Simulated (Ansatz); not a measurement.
**Ti3SnO8: the band gap up the ladder of functionals**

An exercise on one series of results from a longer session: the logs are not shown, and one member is left open.

The runs shown are made with Ansatz 0.2.0. PAW datasets, plane waves. Note: simulated data, non-magnetic, for a generated structure that need not be the stable one.

## The structure to begin with

The cell was relaxed beforehand with r2SCAN.

It is orthorhombic, Cmmm (No. 65); conventional cell a = 6.559 Å, b = 6.560 Å, c = 6.039 Å, 10.83 Å³ an atom. Around Sn lie 6 O at 2.05 Å; around Ti lie 6 O at 1.95–1.97 Å; around O lie 2 Ti at 1.97 Å and 1 Sn at 2.05 Å; around O lie 2 Ti at 1.95–1.97 Å and 1 Sn at 2.05 Å; around Ti lie 6 O at 1.95–2.00 Å.

The structure in full:

```cif
data_structure
_symmetry_space_group_name_H-M 'Cmmm'
_symmetry_Int_Tables_number 65
_cell_length_a 6.5593
_cell_length_b 6.5604
_cell_length_c 6.0391
_cell_angle_alpha 90.000
_cell_angle_beta 90.000
_cell_angle_gamma 90.000
_cell_volume 259.87
loop_
_atom_site_label
_atom_site_type_symbol
_atom_site_symmetry_multiplicity
_atom_site_Wyckoff_symbol
_atom_site_fract_x
_atom_site_fract_y
_atom_site_fract_z
_atom_site_occupancy
Sn1 Sn 2 b 0.00000 0.50000 0.00000 1
Ti1 Ti 4 k 0.00000 0.00000 0.74501 1
O1 O 4 i 0.00000 0.18797 0.00000 1
O2 O 8 o 0.19980 0.50000 0.73833 1
Ti2 Ti 2 c 0.00000 0.50000 0.50000 1
O3 O 4 j 0.00000 0.19462 0.50000 1
```

The first run:

input.yaml

```yaml
crystal:
  lattice:
    - [3.2801821285, -3.2796426314, 0.0]
    - [3.2801821285, 3.2796426314, 0.0]
    - [0.0, 0.0, 6.0391401847]
  atoms:
    - { symbol: Sn, position: [0.5, 0.5, 0.0] }
    - { symbol: Ti, position: [0.0, 0.0, 0.7450136174] }
    - { symbol: O, position: [0.1879707841, 0.1879707841, 0.0] }
    - { symbol: O, position: [0.8120292159, 0.8120292159, 0.0] }
    - { symbol: O, position: [0.6997951569, 0.3002048431, 0.7383342333] }
    - { symbol: O, position: [0.3002048431, 0.6997951569, 0.7383342333] }
    - { symbol: Ti, position: [0.5, 0.5, 0.5] }
    - { symbol: Ti, position: [0.0, 0.0, 0.2549863826] }
    - { symbol: O, position: [0.1946221259, 0.1946221259, 0.5] }
    - { symbol: O, position: [0.8053778741, 0.8053778741, 0.5] }
    - { symbol: O, position: [0.6997951569, 0.3002048431, 0.2616657667] }
    - { symbol: O, position: [0.3002048431, 0.6997951569, 0.2616657667] }
kpoints:
  mp_grid: { grid: [6, 6, 4] }
  band_path:
    path:
      - [[0.0, 0.0, 0.0], [0.5, 0.5, 0.0], [0.5000822290905, 0.4999177709095, 0.0]]
      - [[0.4999177709095, -0.4999177709095, 0.0], [0.0, 0.0, 0.0], [0.0, 0.0, 0.5], [0.4999177709095, -0.4999177709095, 0.5]]
      - [[0.5000822290905, 0.4999177709095, 0.5], [0.5, 0.5, 0.5], [0.5, 0.5, 0.0]]
      - [[0.0, 0.0, 0.0], [0.5, -6.400953378032e-18, 0.0], [0.5, -6.400953378032e-18, 0.5], [0.0, 0.0, 0.5], [0.5, 0.5, 0.5]]
    npoints: 10
hamiltonian:
  xc: pbe
scf:
  occupations: { method: fermi_dirac, width: 0.02 }
  n_extra_bands: 7
output:
  forces: true
  stress: true
  eigenvalues: true
```

Steps of the session up to this table: PBE band path; r2SCAN at the same geometry; HSE06; PBE+SOC; Single point with PBE0.

One of the session's tables, all rows but one given; the rest of the session is left out.

| level | gap (eV) |
| --- | --- |
| PBE | 1.76 |
| r2SCAN | 2.18 |
| HSE06 | 3.36 |
| PBE+SOC | ? |
| PBE0 | 4.12 |

**Question.** Estimate the row for PBE+SOC.

The run gave: gap (eV): 1.77. In the column «gap (eV)» it lies between PBE (1.76) and r2SCAN (2.18).

Meshes: PBE 6×6×4, r2SCAN 6×6×4, HSE06 4×4×4, PBE+SOC 6×6×4, PBE0 4×4×4

In words: The gap runs from 1.76 eV (PBE) to 4.12 eV (PBE0). PBE reaches 52 % of the HSE06 value, and r2SCAN 65 %. PBE0 lies 0.76 eV above HSE06, which differs from it by screening the long-range exchange.

Caveats from the session: Warnings in the runs' records: stress scf threshold loose, stress exchange threshold loose.
